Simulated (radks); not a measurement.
**Yb⁴⁺ in [Xe] 4f12: an all-electron calculation**

Aim: the levels, the sizes of the orbitals and the parts of the energy of the ytterbium ion Yb4+.

The numbers are computed with radks (a radial shooting solver on a logarithmic mesh, Libxc functionals) version 1 (scalar-relativistic Kohn-Sham, PBE, spin-unpolarised, spherical densities, finite nucleus), except any that are marked as measured or tabulated.

## (1) What is computed

| Quantity | Value |
| --- | --- |
| element | ytterbium (Z = 70) |
| charge | +4 |
| electrons | 66 |
| configuration | [Xe] 4f12 |
| nuclear rms radius | 5.3108 fm |

The outer shells:

Yb⁴⁺
```
[Xe] core
4f [↑↓][↑↓][↑↓][↑↓][↑↓][↑ ][↑ ]
```

## (2) The run

Input:

```text
Z 70
configuration [Xe] 4f12 6s0 5d0
relativity scalar-relativistic
functional pbe,pbe
spin unpolarised
nucleus finite rms 5.3108 fm
c 137.035999084
```

Command:

```console
$ python run_ks.py task.json out
```

The same process makes all the runs of this session.

**Question.** What will this run give?

The runs gave:

```
                        quantity                value
                    total energy  -14054.7688 hartree
exchange-correlation share of it               2.07 %
                            −T/E               1.0895
          highest occupied level       4f, -57.159 eV
    most extended occupied level  5p, <r> = 1.34 bohr
 radius at density 0.001 e/bohr³            2.93 bohr
    maxima of the radial density                    4
         ionisation energy, NIST  65.6 (semi-emp.) eV
```

What this shows: 5 principal shells are occupied and 4 maxima appear in the radial density; where shells overlap, one shows as a shoulder or not at all. Relativity lifts −T/E to 1.090. Minus the highest eigenvalue, 57.159 eV, is 87 % of the tabulated ionisation energy (65.6 eV); the potential of a semilocal functional falls off too fast, so its top eigenvalue is too shallow. Spin polarisation and multiplet splitting are left out. Spin-orbit splitting is averaged out at the scalar-relativistic level.
